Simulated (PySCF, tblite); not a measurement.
# C2H5O4Si radical: geometry, infrared bands and EPR parameters

What infrared bands and EPR parameters should C2H5O4Si radical (`[CH2]OC(=O)[SiH](O)O`) show?

The runs use tblite 0.8.0 and PySCF 2.14.0, with density-fitted response routines of our own; the level of theory stands in each step. All values are computed, except where a source is named. Atoms count from 0, in the outputs and in this text.

**1. The molecule as given**

12 atoms, charge 0, multiplicity 2; geometry from: force field or distance geometry start.

Bonds of the start (Å): C0–O1 1.39, O1–C2 1.35, C2–O3 1.24, C2–Si4 1.94, Si4–O5 1.68, Si4–O6 1.65, C0–H7 1.08, C0–H8 1.08, Si4–H9 1.48, O5–H10 0.97, O6–H11 0.97.

**2. Relaxing the molecule with GFN2-xTB**

Job settings and geometry (Å):

```
{"job": {"kind": "relax", "xc": "GFN2-xTB", "basis": "xTB"}, "charge": 0, "multiplicity": 2}
C      2.426100    -1.295200    -0.377800
O      1.150700    -1.111800     0.146900
C      0.457800    -0.058800    -0.346600
O      0.806200     0.746700    -1.222300
Si    -1.318600     0.219900     0.374100
O     -2.119700     1.484500    -0.381400
O     -1.372400     0.561400     1.992100
H      2.819000    -0.540200    -1.038800
H      2.946600    -2.142300     0.033800
H     -2.151900    -0.989500     0.162600
H     -1.580100     1.926100    -1.060800
H     -2.062500     1.198400     2.236100
```

Command:

```console
> OMP_NUM_THREADS=1 python probes_run.py task.json out
```

This one command runs all jobs of the session in turn.

**Question.** This job is followed by: GFN2-xTB harmonic vibrations, gas phase; UKS B3LYP, pcH-1 on C H O Si, non-relativistic, mean-field spin-orbit, GIAO. Predict these results of the whole session: strongest single infrared mode (GFN2-xTB); zero-point energy (GFN2-xTB); g(iso) (B3LYP); ⟨S²⟩; largest a(iso) (averaged by class); potential on the surface of density 0.002 e/bohr³, 1st and 99th percentile.

**Answer**, as computed:

| quantity | value |
| --- | --- |
| strongest single infrared mode (GFN2-xTB) | 1663 cm⁻¹, 344 km/mol |
| zero-point energy (GFN2-xTB) | 45.0 kcal/mol |
| g(iso) (B3LYP) | 2.00284 |
| ⟨S²⟩ | 0.755 (exact 0.75) |
| largest a(iso) (averaged by class) | 13C on C0, 84.3 MHz |
| potential on the surface of density 0.002 e/bohr³, 1st and 99th percentile | -1.43 V and 2.57 V |

What this shows: Over 110 steps the energy fell by 0.376 eV; of the close pairs, C0–O1 changed most, 1.391 to 1.326 Å. No mode is imaginary among the 30: a minimum at this level. The strongest single mode, at 1663 cm⁻¹, moves mainly C2 and O3. GFN2-xTB is a fitted tight-binding method: band positions and strengths are rough. Its intensities can rank the bands wrongly. Most of the unpaired spin sits on C0 (0.94 e). The isotropic g lies 0.5 ppt above the free-electron value. The conformer search found further structures of the same energy, which may be mirror or relabelled copies of this one.
